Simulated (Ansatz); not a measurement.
# CH4S2Si (SMILES CS[Si]S): a rigid scan of the dihedral angle H5–C1–S2–Si3, part 2 of 3

Ansatz 0.2.0, Gaussian basis. The steps go on from the part before.

### Step 4. H5–C1–S2–Si3 = -139.3°

Contents of pbe-tzvpp/in.yaml:

```yaml
crystal:
  periodic: [false, false, false]
  atoms:
    - {symbol: C, position_ang: [-0.071825, 1.051234, -0.291173]}
    - {symbol: S, position_ang: [0.162895, 0.625569, 1.450279]}
    - {symbol: Si, position_ang: [1.560513, -0.951639, 1.747997]}
    - {symbol: S, position_ang: [2.241065, -1.516643, -0.208796]}
    - {symbol: H, position_ang: [-0.129783, 2.138178, -0.344514]}
    - {symbol: H, position_ang: [-1.002123, 0.630032, -0.672449]}
    - {symbol: H, position_ang: [0.773390, 0.713965, -0.891268]}
    - {symbol: H, position_ang: [1.561574, -0.683966, -1.015715]}
basis:
  gaussian: {orbitals: def2-TZVPP}
hamiltonian: {xc: pbe, dispersion: d4}
output: {forces: true}
```

r2scan-tzvpp/in.yaml, as changes to pbe-tzvpp/in.yaml:

```diff
-hamiltonian: {xc: pbe, dispersion: d4}
+hamiltonian: {xc: r2scan, dispersion: d4}
```

pbe0-tzvpp/in.yaml:

```diff
-hamiltonian: {xc: pbe, dispersion: d4}
-output: {forces: true}
+hamiltonian: {xc: pbe0, dispersion: d4}
+output: {forces: true, orbitals: {seedname: orbitals}}
```

b3lyp-tzvpp/in.yaml:

```diff
-hamiltonian: {xc: pbe, dispersion: d4}
+hamiltonian: {xc: {name: B3LYP}, dispersion: d4}
```

wb97mv-tzvpp/in.yaml:

```diff
-hamiltonian: {xc: pbe, dispersion: d4}
-output: {forces: true}
+hamiltonian: {xc: {name: wB97M-V}}
```

ccsdt-tzvpp/in.yaml:

```diff
-hamiltonian: {xc: pbe, dispersion: d4}
-output: {forces: true}
+correlation: {method: ccsd_t}
```

Each run has its own folder and the same command.

Run with:

```bash
$ ansatz run in.yaml --threads 4 --pin off --events-out ev --progress --plain --max-ram 8704MiB
```

Output in pbe-tzvpp, shortened:

```text
Functional definition: PBE
  name "PBE"
  cite "Perdew, Burke & Ernzerhof, Phys. Rev. Lett. 77, 3865 (1996) doi:10.1103/PhysRevLett.77.3865"
  parent pbe
[...]
1272 factors; their error is unknown
[...]
mean field -30637.90658824 eV, -1125.9222999989 hartree, gradient 1.4e-5 eV, S^2 0.000000; 0 other end points of the search recorded, 0 dependent functions left out
[...]
Atom 4 at    -0.129783     2.138178    -0.344514 Å, force     0.011342     0.232124    -0.076213 eV/Å
Atom 5 at    -1.002123     0.630032    -0.672449 Å, force    -0.125461    -0.173602    -0.046617 eV/Å
Atom 6 at     0.773390     0.713965    -0.891268 Å, force     0.092768     0.083789    -0.196531 eV/Å
Atom 7 at     1.561574    -0.683966    -1.015715 Å, force    -0.131732     0.090889    -0.234922 eV/Å
Dipole moment:    -0.207208     0.260330    -0.385184 e Å
```

Log of r2scan-tzvpp, shortened:

```text
[... 5 set-up lines as earlier in the session ...]
[...]
1272 factors; their error is unknown
[...]
Atom 4 at    -0.129783     2.138178    -0.344514 Å, force     0.020940    -0.010783    -0.058287 eV/Å
Atom 5 at    -1.002123     0.630032    -0.672449 Å, force     0.079616    -0.090084     0.044574 eV/Å
Atom 6 at     0.773390     0.713965    -0.891268 Å, force    -0.120700     0.192033    -0.043426 eV/Å
Atom 7 at     1.561574    -0.683966    -1.015715 Å, force     0.010865    -0.099594    -0.069654 eV/Å
Dipole moment:    -0.216421     0.273856    -0.413864 e Å
```

Log of pbe0-tzvpp, shortened:

```text
[... 5 set-up lines as earlier in the session ...]
[...]
1337 factors; their error is unknown
[...]
mean field -30640.45312645 eV, -1126.0158835520 hartree, gradient 3.2e-5 eV, S^2 0.000000; 0 other end points of the search recorded, 0 dependent functions left out
[...]
Atom 4 at    -0.129783     2.138178    -0.344514 Å, force     0.025654    -0.015569    -0.051849 eV/Å
Atom 5 at    -1.002123     0.630032    -0.672449 Å, force     0.085220    -0.085476     0.052990 eV/Å
Atom 6 at     0.773390     0.713965    -0.891268 Å, force    -0.140748     0.210039    -0.030267 eV/Å
Atom 7 at     1.561574    -0.683966    -1.015715 Å, force     0.042765    -0.143646    -0.024004 eV/Å
Dipole moment:    -0.202708     0.256360    -0.387947 e Å
```

Output in b3lyp-tzvpp, shortened:

```text
[... 6 set-up lines as earlier in the session ...]
[...]
1299 factors; their error is unknown
[...]
Atom 4 at    -0.129783     2.138178    -0.344514 Å, force     0.018251    -0.056105    -0.070317 eV/Å
Atom 5 at    -1.002123     0.630032    -0.672449 Å, force     0.121808    -0.064437     0.044613 eV/Å
Atom 6 at     0.773390     0.713965    -0.891268 Å, force    -0.214767     0.238337    -0.017106 eV/Å
Atom 7 at     1.561574    -0.683966    -1.015715 Å, force     0.076067    -0.169782    -0.042932 eV/Å
Dipole moment:    -0.193242     0.243809    -0.361898 e Å
```

Output in wb97mv-tzvpp:

```text
[... 5 set-up lines as earlier in the session ...]
  # Of w^i u^j: cxij and so on, Table III.
  parameter omega = 0.3/bohr
  parameter cx = 0.15
  parameter cx01 = 1.007
  parameter cx10 = 0.259
  parameter css00 = 0.443
  parameter css04 = -1.437
  parameter css10 = -4.535
  parameter css20 = -3.390
  parameter css43 = 4.278
  parameter cos00 = 1.000
  parameter cos10 = 1.358
  parameter cos20 = 2.924
  parameter cos21 = -8.812
  parameter cos60 = -1.390
  parameter cos61 = 9.142
  parameter b = 6.0
  parameter c = 0.01
  gx(w, u) = 1 - cx + cx01*u + cx10*w
  gss(w, u) = css00 + css04*u^4 + css10*w + css20*w^2 + css43*w^4*u^3
  gos(w, u) = cos00 + cos10*w + (cos20 + cos21*u)*w^2 + (cos60 + cos61*u)*w^6
  exchange = spin_sum(e_x_unif_sr(omega)*gx(b97_w, b97_u_x)) + cx*exact_x_sr(omega) + exact_x_lr(omega)
  correlation = spin_sum(e_c_pw_mod_same_spin*gss(b97_w, b97_u_same))
      + integral(e_c_pw_mod_opposite_spin*gos(b97_w_opposite, b97_u_opposite)) + vv10(b, c)
1289 factors; their error is unknown
264 factors; integrals over basis functions are off by at most 9.5e-6 eV
mean field evaluation 1: about -30648.0564 eV, gradient 3.0e1 eV
mean field evaluation 2: about -30648.9744 eV, gradient 2.3e1 eV
mean field evaluation 4: about -30650.2929 eV, gradient 9.5e-1 eV
mean field evaluation 8: about -30650.3080 eV, gradient 3.2e-1 eV
mean field evaluation 16: about -30650.3082 eV, gradient 3.9e-5 eV
mean field -30650.30818176 eV, -1126.3780501547 hartree, gradient 4.0e-5 eV, S^2 0.000000; 0 other end points of the search recorded, 0 dependent functions left out
reference -30650.30822431 eV, -1126.3780517185 hartree; 28, 28 occupied and 185, 185 virtual orbitals, 1289 factors
Total energy: -30650.30822431 eV, -1126.3780517185 hartree
```

Output in ccsdt-tzvpp, shortened:

```text
[... 4 set-up lines as earlier in the session ...]
[...]
1229 factors; integrals over basis functions are off by at most 1.1e-3 eV
[...]
mean field -30592.60680876 eV, -1124.2575638082 hartree, gradient 3.0e-6 eV, S^2 0.000000; 0 other end points of the search recorded, 0 dependent functions left out
16 core orbitals not correlated: weight in the atoms' cores, before any rotation towards them, 1.000 or more for the frozen orbitals, at most 0.000 for the correlated occupied ones
reference -30592.60680876 eV, -1124.2575638082 hartree; 12, 12 occupied and 185, 185 virtual orbitals, 1229 factors
second order -17.28771780 eV of doubles, -0.00000000 eV of singles
cycle   1  -18.13458443 eV  change   -8.5e-1 eV  update   1.1e-1
[...]
cycle  10  -18.72580214 eV  change    2.3e-5 eV  update   1.5e-5
perturbative correction -0.94636634 eV, -0.0347783216 hartree
Total energy: -30612.27897724 eV, -1124.9805026656 hartree
```

They took 1.9 s (pbe-tzvpp), 3.5 s (r2scan-tzvpp), 4 s (pbe0-tzvpp), 3.8 s (b3lyp-tzvpp), 7.5 s (wb97mv-tzvpp), 28 s (ccsdt-tzvpp) on 4 threads of Intel Xeon Platinum 8375C at 2.90GHz, shared host; peak memory 2.7 GiB.

Orbitals, density, ELF and potential are computed afterwards from the orbital file.

Frontier orbitals at PBE0-D4/def2-TZVPP, with the share of their density that lies nearest to each atom:

```
orbital  energy (eV)                           lies on
 HOMO-1        -7.47                  S2 55 %; S4 28 %
   HOMO        -7.02  Si3 70 %; S2, S4 about 11 % each
   LUMO        -1.96  Si3 71 %; S2, S4 about 12 % each
```

ELF in a plane through or near 5 of the atoms.

Ten even steps from ' ' (0.00) to '@' (1.00):
```
                                                        
        ..--**##++::          ....                      
      ::##@@@@@@%%**..    ..--++++==::                  
    ::**@@@@@@@@@@%%--  ..--##%%%%##++::                
    ++%%@@@@@@@@@@%%==::==**##@@@@%%**==                
    ++%%@@@@@@++::::--++**--::::%%%%++::                
    ::++%%@@**..%%%%..**##--**++++**::                  
      ..==++==..**##..**%%++::--##++::..                
          ::++++------==++++##%%%%**++++==--..          
        ::--**%%%%%%==....::++**----**##**++::          
    ..::**##----::++++::  ..####--==**##**==..          
    --++%%%%::%%==--%%##..--@@@@%%++====--::            
    --**%%@@==..::##@@@@++::%%@@##++::..                
    --**%%@@%%####%%@@@@**..==##++::                    
    ..--**####**==++%%%%==    ::::                      
        ::----::....----..                              
                                                        
                                                        
                                                        
                                                        
```
The map spans 9.8 Å across and 8.3 Å up, centred on the molecule. Atoms in the plane (x, y in Å): C1 (1.1, 0.0), S2 (0.3, 1.6), Si3 (-1.9, 1.4), S4 (-2.3, -0.7), H8 (-1.1, -1.2).

On the surface of density 0.002 e/bohr³ the electrostatic potential runs, from the 1st to the 99th percentile, from -0.54 V near Si3 to 1.46 V near H8.

### Step 5. H5–C1–S2–Si3 = -122.2°

Contents of pbe-tzvpp/in.yaml:

```yaml
crystal:
  periodic: [false, false, false]
  atoms:
    - {symbol: C, position_ang: [-0.071825, 1.051234, -0.291173]}
    - {symbol: S, position_ang: [0.162895, 0.625569, 1.450279]}
    - {symbol: Si, position_ang: [1.929625, -0.506193, 1.807128]}
    - {symbol: S, position_ang: [2.866024, -0.761469, -0.108443]}
    - {symbol: H, position_ang: [-0.129783, 2.138178, -0.344514]}
    - {symbol: H, position_ang: [-1.002123, 0.630032, -0.672449]}
    - {symbol: H, position_ang: [0.773390, 0.713965, -0.891268]}
    - {symbol: H, position_ang: [2.030513, -0.116194, -0.940139]}
basis:
  gaussian: {orbitals: def2-TZVPP}
hamiltonian: {xc: pbe, dispersion: d4}
output: {forces: true}
```

r2scan-tzvpp/in.yaml differs from pbe-tzvpp/in.yaml so:

```diff
-hamiltonian: {xc: pbe, dispersion: d4}
+hamiltonian: {xc: r2scan, dispersion: d4}
```

pbe0-tzvpp/in.yaml:

```diff
-hamiltonian: {xc: pbe, dispersion: d4}
-output: {forces: true}
+hamiltonian: {xc: pbe0, dispersion: d4}
+output: {forces: true, orbitals: {seedname: orbitals}}
```

b3lyp-tzvpp/in.yaml:

```diff
-hamiltonian: {xc: pbe, dispersion: d4}
+hamiltonian: {xc: {name: B3LYP}, dispersion: d4}
```

wb97mv-tzvpp/in.yaml:

```diff
-hamiltonian: {xc: pbe, dispersion: d4}
-output: {forces: true}
+hamiltonian: {xc: {name: wB97M-V}}
```

ccsdt-tzvpp/in.yaml:

```diff
-hamiltonian: {xc: pbe, dispersion: d4}
-output: {forces: true}
+correlation: {method: ccsd_t}
```

One command serves all of them, each in its own folder.

Run with:

```bash
$ ansatz run in.yaml --threads 4 --pin off --events-out ev --progress --plain --max-ram 8704MiB
```

Output in pbe-tzvpp, shortened:

```text
[... 4 set-up lines as earlier in the session ...]
[...]
1272 factors; their error is unknown
[...]
mean field -30637.87243510 eV, -1125.9210448941 hartree, gradient 2.5e-5 eV, S^2 0.000000; 0 other end points of the search recorded, 0 dependent functions left out
[...]
Atom 4 at    -0.129783     2.138178    -0.344514 Å, force     0.007678     0.233002    -0.113577 eV/Å
Atom 5 at    -1.002123     0.630032    -0.672449 Å, force    -0.117372    -0.198908    -0.017473 eV/Å
Atom 6 at     0.773390     0.713965    -0.891268 Å, force    -0.049909     0.031812    -0.235319 eV/Å
Atom 7 at     2.030513    -0.116194    -0.940139 Å, force    -0.077449     0.070297    -0.261464 eV/Å
Dipole moment:    -0.246463     0.215208    -0.385356 e Å
```

Output in r2scan-tzvpp, shortened:

```text
[... 5 set-up lines as earlier in the session ...]
[...]
1272 factors; their error is unknown
[...]
Atom 4 at    -0.129783     2.138178    -0.344514 Å, force     0.018914    -0.008335    -0.099746 eV/Å
Atom 5 at    -1.002123     0.630032    -0.672449 Å, force     0.087892    -0.112798     0.078051 eV/Å
Atom 6 at     0.773390     0.713965    -0.891268 Å, force    -0.275228     0.125091    -0.085941 eV/Å
Atom 7 at     2.030513    -0.116194    -0.940139 Å, force     0.106200    -0.071917    -0.089910 eV/Å
Dipole moment:    -0.257339     0.226434    -0.413734 e Å
```

Log of pbe0-tzvpp, shortened:

```text
[... 5 set-up lines as earlier in the session ...]
[...]
1337 factors; their error is unknown
[...]
mean field -30640.41206787 eV, -1126.0143746769 hartree, gradient 2.9e-5 eV, S^2 0.000000; 0 other end points of the search recorded, 0 dependent functions left out
[...]
Atom 4 at    -0.129783     2.138178    -0.344514 Å, force     0.020615    -0.014271    -0.093195 eV/Å
Atom 5 at    -1.002123     0.630032    -0.672449 Å, force     0.094026    -0.112218     0.085515 eV/Å
Atom 6 at     0.773390     0.713965    -0.891268 Å, force    -0.322951     0.150030    -0.064764 eV/Å
Atom 7 at     2.030513    -0.116194    -0.940139 Å, force     0.168803    -0.120318    -0.036917 eV/Å
Dipole moment:    -0.240616     0.212030    -0.388069 e Å
```

Log of b3lyp-tzvpp, shortened:

```text
[... 6 set-up lines as earlier in the session ...]
[...]
1299 factors; their error is unknown
[...]
Atom 4 at    -0.129783     2.138178    -0.344514 Å, force     0.014789    -0.054152    -0.113953 eV/Å
Atom 5 at    -1.002123     0.630032    -0.672449 Å, force     0.127827    -0.088587     0.079690 eV/Å
Atom 6 at     0.773390     0.713965    -0.891268 Å, force    -0.398317     0.182924    -0.050729 eV/Å
Atom 7 at     2.030513    -0.116194    -0.940139 Å, force     0.205341    -0.138076    -0.052816 eV/Å
Dipole moment:    -0.229917     0.201196    -0.362374 e Å
```

wb97mv-tzvpp printed, shortened:

```text
[... 5 set-up lines as earlier in the session ...]
  # Of w^i u^j: cxij and so on, Table III.
[...]
  gx(w, u) = 1 - cx + cx01*u + cx10*w
[...]
      + integral(e_c_pw_mod_opposite_spin*gos(b97_w_opposite, b97_u_opposite)) + vv10(b, c)
1289 factors; their error is unknown
264 factors; integrals over basis functions are off by at most 8.8e-6 eV
[...]
mean field -30650.25710428 eV, -1126.3761730920 hartree, gradient 3.9e-5 eV, S^2 0.000000; 0 other end points of the search recorded, 0 dependent functions left out
reference -30650.25714683 eV, -1126.3761746555 hartree; 28, 28 occupied and 185, 185 virtual orbitals, 1289 factors
Total energy: -30650.25714683 eV, -1126.3761746555 hartree
```

Log of ccsdt-tzvpp, shortened:

```text
[... 4 set-up lines as earlier in the session ...]
[...]
1231 factors; integrals over basis functions are off by at most 1.2e-3 eV
[...]
mean field -30592.53844501 eV, -1124.2550514870 hartree, gradient 3.0e-6 eV, S^2 0.000000; 0 other end points of the search recorded, 0 dependent functions left out
16 core orbitals not correlated: weight in the atoms' cores, before any rotation towards them, 1.000 or more for the frozen orbitals, at most 0.000 for the correlated occupied ones
reference -30592.53844501 eV, -1124.2550514870 hartree; 12, 12 occupied and 185, 185 virtual orbitals, 1231 factors
second order -17.31009180 eV of doubles, -0.00000000 eV of singles
cycle   1  -18.15144917 eV  change   -8.4e-1 eV  update   1.1e-1
[...]
cycle  10  -18.74303589 eV  change    2.3e-5 eV  update   1.5e-5
perturbative correction -0.95073016 eV, -0.0349386889 hartree
Total energy: -30612.23221106 eV, -1124.9787840404 hartree
```

They took 2.3 s (pbe-tzvpp), 3.5 s (r2scan-tzvpp), 3.7 s (pbe0-tzvpp), 3.3 s (b3lyp-tzvpp), 5.5 s (wb97mv-tzvpp), 31 s (ccsdt-tzvpp) on 4 threads of Intel Xeon Platinum 8375C at 2.90GHz, shared host; peak memory 2.7 GiB.

### Step 6. H5–C1–S2–Si3 = -105.0°

Contents of pbe-tzvpp/in.yaml:

```yaml
crystal:
  periodic: [false, false, false]
  atoms:
    - {symbol: C, position_ang: [-0.071825, 1.051234, -0.291173]}
    - {symbol: S, position_ang: [0.162895, 0.625569, 1.450279]}
    - {symbol: Si, position_ang: [2.152993, 0.025084, 1.906882]}
    - {symbol: S, position_ang: [3.243926, 0.138981, 0.060720]}
    - {symbol: H, position_ang: [-0.129783, 2.138178, -0.344514]}
    - {symbol: H, position_ang: [-1.002123, 0.630032, -0.672449]}
    - {symbol: H, position_ang: [0.773390, 0.713965, -0.891268]}
    - {symbol: H, position_ang: [2.313733, 0.560531, -0.812900]}
basis:
  gaussian: {orbitals: def2-TZVPP}
hamiltonian: {xc: pbe, dispersion: d4}
output: {forces: true}
```

r2scan-tzvpp/in.yaml, as changes to pbe-tzvpp/in.yaml:

```diff
-hamiltonian: {xc: pbe, dispersion: d4}
+hamiltonian: {xc: r2scan, dispersion: d4}
```

pbe0-tzvpp/in.yaml:

```diff
-hamiltonian: {xc: pbe, dispersion: d4}
-output: {forces: true}
+hamiltonian: {xc: pbe0, dispersion: d4}
+output: {forces: true, orbitals: {seedname: orbitals}}
```

b3lyp-tzvpp/in.yaml:

```diff
-hamiltonian: {xc: pbe, dispersion: d4}
+hamiltonian: {xc: {name: B3LYP}, dispersion: d4}
```

wb97mv-tzvpp/in.yaml:

```diff
-hamiltonian: {xc: pbe, dispersion: d4}
-output: {forces: true}
+hamiltonian: {xc: {name: wB97M-V}}
```

ccsdt-tzvpp/in.yaml:

```diff
-hamiltonian: {xc: pbe, dispersion: d4}
-output: {forces: true}
+correlation: {method: ccsd_t}
```

The same command starts each run, in its folder.

Run with:

```bash
$ ansatz run in.yaml --threads 4 --pin off --events-out ev --progress --plain --max-ram 8704MiB
```

Output in pbe-tzvpp, shortened:

```text
[... 4 set-up lines as earlier in the session ...]
[...]
1272 factors; their error is unknown
[...]
mean field -30637.88267440 eV, -1125.9214211813 hartree, gradient 1.9e-5 eV, S^2 0.000000; 0 other end points of the search recorded, 0 dependent functions left out
[...]
Atom 4 at    -0.129783     2.138178    -0.344514 Å, force    -0.008567     0.234807    -0.150976 eV/Å
Atom 5 at    -1.002123     0.630032    -0.672449 Å, force    -0.118187    -0.212983     0.016219 eV/Å
Atom 6 at     0.773390     0.713965    -0.891268 Å, force    -0.082168    -0.138949    -0.251146 eV/Å
Atom 7 at     2.313733     0.560531    -0.812900 Å, force    -0.083062     0.112371    -0.243005 eV/Å
Dipole moment:    -0.266391     0.161300    -0.397976 e Å
```

Log of r2scan-tzvpp, shortened:

```text
[... 5 set-up lines as earlier in the session ...]
[...]
1272 factors; their error is unknown
[...]
Atom 4 at    -0.129783     2.138178    -0.344514 Å, force     0.005581    -0.003969    -0.140835 eV/Å
Atom 5 at    -1.002123     0.630032    -0.672449 Å, force     0.086886    -0.125706     0.116181 eV/Å
Atom 6 at     0.773390     0.713965    -0.891268 Å, force    -0.316621    -0.064221    -0.104399 eV/Å
Atom 7 at     2.313733     0.560531    -0.812900 Å, force     0.125351     0.028374    -0.060257 eV/Å
Dipole moment:    -0.278346     0.170009    -0.427210 e Å
```

pbe0-tzvpp printed, shortened:

```text
[... 5 set-up lines as earlier in the session ...]
[...]
1337 factors; their error is unknown
[...]
mean field -30640.42492851 eV, -1126.0148472967 hartree, gradient 3.1e-5 eV, S^2 0.000000; 0 other end points of the search recorded, 0 dependent functions left out
[...]
Atom 4 at    -0.129783     2.138178    -0.344514 Å, force     0.003167    -0.011506    -0.134424 eV/Å
Atom 5 at    -1.002123     0.630032    -0.672449 Å, force     0.093640    -0.128087     0.122792 eV/Å
Atom 6 at     0.773390     0.713965    -0.891268 Å, force    -0.357921    -0.056589    -0.089568 eV/Å
Atom 7 at     2.313733     0.560531    -0.812900 Å, force     0.184971     0.006194    -0.006783 eV/Å
Dipole moment:    -0.260100     0.159591    -0.400474 e Å
```

b3lyp-tzvpp printed, shortened:

```text
[... 6 set-up lines as earlier in the session ...]
[...]
1299 factors; their error is unknown
[...]
Atom 4 at    -0.129783     2.138178    -0.344514 Å, force     0.001333    -0.051398    -0.157639 eV/Å
Atom 5 at    -1.002123     0.630032    -0.672449 Å, force     0.126265    -0.102792     0.119821 eV/Å
Atom 6 at     0.773390     0.713965    -0.891268 Å, force    -0.429894    -0.019960    -0.075043 eV/Å
Atom 7 at     2.313733     0.560531    -0.812900 Å, force     0.225356    -0.005587    -0.022302 eV/Å
Dipole moment:    -0.248705     0.150488    -0.374235 e Å
```

Log of wb97mv-tzvpp, shortened:

```text
[... 5 set-up lines as earlier in the session ...]
  # Of w^i u^j: cxij and so on, Table III.
[...]
  gx(w, u) = 1 - cx + cx01*u + cx10*w
[...]
      + integral(e_c_pw_mod_opposite_spin*gos(b97_w_opposite, b97_u_opposite)) + vv10(b, c)
1289 factors; their error is unknown
264 factors; integrals over basis functions are off by at most 9.1e-6 eV
[...]
mean field -30650.27468851 eV, -1126.3768193005 hartree, gradient 4.0e-5 eV, S^2 0.000000; 0 other end points of the search recorded, 0 dependent functions left out
reference -30650.27473106 eV, -1126.3768208641 hartree; 28, 28 occupied and 185, 185 virtual orbitals, 1289 factors
Total energy: -30650.27473106 eV, -1126.3768208641 hartree
```

Output in ccsdt-tzvpp, shortened:

```text
[... 4 set-up lines as earlier in the session ...]
[...]
1229 factors; integrals over basis functions are off by at most 1.1e-3 eV
[...]
mean field -30592.56209655 eV, -1124.2559206648 hartree, gradient 3.0e-6 eV, S^2 0.000000; 0 other end points of the search recorded, 0 dependent functions left out
16 core orbitals not correlated: weight in the atoms' cores, before any rotation towards them, 1.000 or more for the frozen orbitals, at most 0.000 for the correlated occupied ones
reference -30592.56209655 eV, -1124.2559206648 hartree; 12, 12 occupied and 185, 185 virtual orbitals, 1229 factors
second order -17.30167391 eV of doubles, -0.00000000 eV of singles
cycle   1  -18.14507721 eV  change   -8.4e-1 eV  update   1.1e-1
[...]
cycle  10  -18.73661092 eV  change    2.4e-5 eV  update   1.5e-5
perturbative correction -0.94911974 eV, -0.0348795071 hartree
Total energy: -30612.24782721 eV, -1124.9793579232 hartree
```

Times: 2.1 s (pbe-tzvpp), 3.2 s (r2scan-tzvpp), 3.6 s (pbe0-tzvpp), 3.6 s (b3lyp-tzvpp), 6 s (wb97mv-tzvpp), 29 s (ccsdt-tzvpp) on 4 threads of Intel Xeon Platinum 8375C at 2.90GHz, shared host; peak memory 2.7 GiB.

(Part 2 of 3 ends here.)
